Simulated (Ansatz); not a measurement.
# HNZr: the cost of one run

Program: Ansatz 0.2.0, Gaussian basis. Level of theory: def2-QZVPP, core rule «outside noble gas», up to 5 orbitals frozen. These are calculated values, not measurements.

Plan: UHF; ROHF; CCSD(T) on UHF.

2 further runs of the same task are left out: 2 set aside as unsound or not needed.

### Step 1. The system

The geometry is a PBE0/def2-TZVP stationary point (not a proven minimum) of the parent state, kept for this charge and spin. No spin-orbit coupling is included. Elements past krypton take def2 core potentials.

3 atoms, charge 1, spin multiplicity 2.

Atoms are counted from 1 here; the program's logs count them from 0.

Bond lengths: Zr1–N2 1.791 Å, N2–H3 1.011 Å. Angles: Zr1–N2–H3 180.0°.

Geometry (Å):

```
atom   x (Å)   y (Å)    z (Å)
 Zr1  0.0000  0.0000   1.5307
  N2  0.0000  0.0000  -0.2599
  H3  0.0000  0.0000  -1.2709
```

### Step 2. UHF

Input file in.yaml:

```yaml
crystal:
  periodic: [false, false, false]
  atoms:
    - {symbol: Zr, position_ang: [0.000000, 0.000000, 1.530732]}
    - {symbol: N, position_ang: [0.000000, 0.000000, -0.259859]}
    - {symbol: H, position_ang: [0.000000, 0.000000, -1.270873]}
basis:
  gaussian: {orbitals: "def2-QZVPP.json"}
total_charge: 1
magnetization: {spin_polarized: true, initial_magnetization: 1}
hamiltonian: {xc: hf}
output: {orbitals: {seedname: orbitals}}
```

Command:

```bash
ansatz run in.yaml --threads 1 --pin off --events-out ev --progress --plain --max-ram 4096MiB --backend cpu
```

Q: Estimate wall time and peak memory on 1 thread of AMD EPYC 7R13, shared host.

About 23 s, with a peak of 0.37 GiB.
